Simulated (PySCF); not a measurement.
# SiH2Br− (SMILES [SiH2-]Br): M06-2X/STO-6G

Aim: the vertical singlet–triplet gap of SiH2Br− at M06-2X/STO-6G, from 2 runs. The job is set up through a Python script.

The results are computed with PySCF 2.14.0.

6 further runs of the same task are left out: 6 set aside as unsound or not needed.

## (1) The structure to begin with

SiH2Br−: 4 atoms, total charge -1, spin state singlet. SMILES: `[SiH2-]Br`. Geometry: relaxed at GFN2-xTB.

Bond lengths: Si1–Br2 2.425 Å, Si1–H3 1.496 Å, Si1–H4 1.496 Å. Angles: Br2–Si1–H3 94.3°, Br2–Si1–H4 94.3°, H3–Si1–H4 98.4°.

## (2) The energy at M06-2X/STO-6G

job.py

```python
from pyscf import gto, dft

mol = gto.M(
    atom='Si -0.191960 -0.343010 -0.619410; Br 1.687710 -0.271360 0.911070; H -1.209900 -0.529990 0.461390; H -0.285850 1.144360 -0.753060',
    max_memory=1860,
    spin=0,
    basis='sto-6g',
    charge=-1,
    verbose=3,
)

mf = dft.RKS(mol)
mf.xc = 'm06-2x'
mf.conv_tol = 1e-10
mf.grids.level = 5
mf.kernel()
if not mf.converged:
    mf = mf.newton().run(mf.mo_coeff, mf.mo_occ)

energy = mf.e_tot
print(f'total energy: {energy:.8f} hartree')
```

The run is started by

```sh
OMP_NUM_THREADS=1 python job.py
```

Output:

```text
converged SCF energy = -2850.51716651457
total energy: -2850.51716651 hartree
```

Wall time 5.7 s (1 thread of Arm Neoverse V1, shared host); peak memory 0.24 GiB.

## (3) The triplet, same level

input.py

```python
from pyscf import gto, dft

system = gto.M(
    atom='''
Si      -0.191960      -0.343010      -0.619410
Br       1.687710      -0.271360       0.911070
H       -1.209900      -0.529990       0.461390
H       -0.285850       1.144360      -0.753060
''',
    charge=-1,
    verbose=3,
    max_memory=1860,
    basis='sto-6g',
    spin=2,
)

ks = dft.UKS(system, xc='m06-2x')
ks.conv_tol = 1e-10
ks.grids.level = 5
ks.kernel()
if not ks.converged:
    ks = ks.newton().run(ks.mo_coeff, ks.mo_occ)

e_tot = ks.e_tot
print(f'total energy: {e_tot:.8f} hartree')
```

The run is started by

```sh
OMP_NUM_THREADS=1 python input.py
```

Output:

```text
WARN: HOMO -0.0330258463447382 >= LUMO -0.256166979725989

WARN: HOMO 0.326395379562472 >= LUMO 0.297896104642254

converged SCF energy = -2850.33882373065  <S^2> = 2.0019595  2S+1 = 3.0013061
total energy: -2850.33882373 hartree
```

It took 11 s on 1 thread of Arm Neoverse V1, shared host; peak memory 0.25 GiB.

## (4) Outcome

At M06-2X/STO-6G:

```
                                                      quantity           value
                                         singlet: total energy  -2850.51717 Eh
                                          singlet: HOMO energy         3.56 eV
                                          singlet: LUMO energy        13.06 eV
singlet: HOMO–LUMO gap (to an unbound level, set by the basis)         9.50 eV
                                         triplet: total energy  -2850.33882 Eh
                   triplet: HOMO energy (highest over α and β)         8.52 eV
                    triplet: LUMO energy (lowest over α and β)         8.67 eV
                                                 triplet: ⟨S²⟩           2.002
              vertical energy of the triplet above the singlet        4.853 eV
```

In words: At this shape the triplet lies 4.85 eV (112 kcal/mol) above the singlet. For an anion a state so high probably lies above electron detachment. In a minimal basis such a difference can be off by several eV, whatever the method. Mulliken charges (singlet) run from -0.55 on Br2 to +0.09 on Si1; they depend strongly on the basis. The HOMO (singlet) lies at positive energy, 3.56 eV; only total energies tell whether the electron is bound. Mulliken charges (triplet) run from -0.64 on Br2 to +0.11 on Si1. The HOMO (triplet) lies at positive energy, 8.52 eV; only total energies tell whether the electron is bound.
